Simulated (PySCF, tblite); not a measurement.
# C₉H₉F: geometry, infrared bands and NMR shifts

What infrared bands and NMR shifts should C₉H₉F (`C#CC[C@@H]1C/C(=C\F)C1=C`) show?

Computed with tblite 0.8.0 and PySCF 2.14.0, with density-fitted response routines of our own, on a single molecule in the gas phase. Atoms count from 0, in the outputs and in this text.

## 1. The starting structure

19 atoms, charge 0, multiplicity 1; geometry from: force field or distance geometry start.

Bonds of the start (Å): C0–C1 1.23, C1–C2 1.46, C2–C3 1.51, C3–C4 1.51, C4–C5 1.48, C5–C6 1.32, C6–F7 1.35, C5–C8 1.48, C8–C9 1.33, C8–C3 1.46, C0–H10 1.07, C2–H11 1.11, C2–H12 1.11, C3–H13 1.12, C4–H14 1.09, C4–H15 1.12, C6–H16 1.07, C9–H17 1.09, C9–H18 1.10.

## 2. Geometry optimisation with GFN2-xTB

What the job is given:

```
{"job": {"kind": "relax", "xc": "GFN2-xTB", "basis": "xTB"}, "charge": 0, "multiplicity": 1}
C      3.259000     1.382900    -0.378100
C      2.423100     0.490000    -0.449000
C      1.449100    -0.594700    -0.512900
C      0.502400    -0.410500     0.646100
C     -0.537100    -1.506100     0.628800
C     -1.546100    -0.466600     0.346800
C     -2.836900    -0.523900     0.074000
F     -3.408500    -1.748400     0.028900
C     -0.532200     0.605500     0.502900
C     -0.676100     1.926500     0.489100
H      3.961600     2.181700    -0.314600
H      1.926600    -1.583300    -0.385400
H      0.926600    -0.490500    -1.486000
H      1.008900    -0.346200     1.644700
H     -0.631600    -2.020400     1.589100
H     -0.401900    -2.168500    -0.266800
H     -3.437900     0.344800    -0.095600
H      0.204400     2.556200     0.617100
H     -1.663100     2.380700     0.343800
```

The run is started by

```bash
$ OMP_NUM_THREADS=1 python probes_run.py task.json out
```

The driver reads the jobs from task.json and runs them one after another.

**Question.** This job is followed by: GFN2-xTB harmonic vibrations, gas phase; GIAO PBE0/pcSseg-1 NMR shielding, non-relativistic, gas phase. What will the session give for the following? strongest single infrared mode (GFN2-xTB); zero-point energy (GFN2-xTB); 13C shifts against TMS (PBE0/pcSseg-1); 1H shifts against TMS (PBE0/pcSseg-1); 19F shifts against CFCl3 (PBE0/pcSseg-1); surface potential, 1st and 99th percentile.

**Answer**, as computed:

| quantity | value |
| --- | --- |
| strongest single infrared mode (GFN2-xTB) | 1108 cm⁻¹, 110 km/mol |
| zero-point energy (GFN2-xTB) | 91.8 kcal/mol |
| 13C shifts against TMS (PBE0/pcSseg-1) | 154.4, 154.4, 126.0, 112.3, 89.0, 75.4, 40.7, 30.7, 27.0 ppm |
| 1H shifts against TMS (PBE0/pcSseg-1) | 7.45, 5.95, 5.53, 2.99, 2.96, 2.50, 2.26, 2.25, 1.37 ppm |
| 19F shifts against CFCl3 (PBE0/pcSseg-1) | -137.0 ppm |
| surface potential, 1st and 99th percentile | -0.80 V and 1.30 V |

What this shows: The optimisation took 81 steps and gained 0.478 eV; among the close pairs (by a distance rule), C3–C8 changed most, from 1.457 to 1.516 Å. No mode is imaginary among the 51: a minimum at this level. The strongest single mode, at 1108 cm⁻¹, is carried by C6, H16, F7, C5. GFN2-xTB is a fitted tight-binding method: band positions and strengths are rough. Its intensities can rank the bands wrongly. H16 (hydrogen on an alkene CH) lies farthest downfield among hydrogen, at 7.45 ppm; attached to an sp2 carbon and in the plane of the double bond. At PBE0/pcSseg-1: The widest tensor belongs to C1: span 297 ppm, with a paramagnetic part of -163 ppm. By nearest atom (PBE0/pcSseg-1), the HOMO sits on C6, C9 about 24 % each; C5 17 % and the LUMO on C6, C9 about 20 % each; C8 15 %.
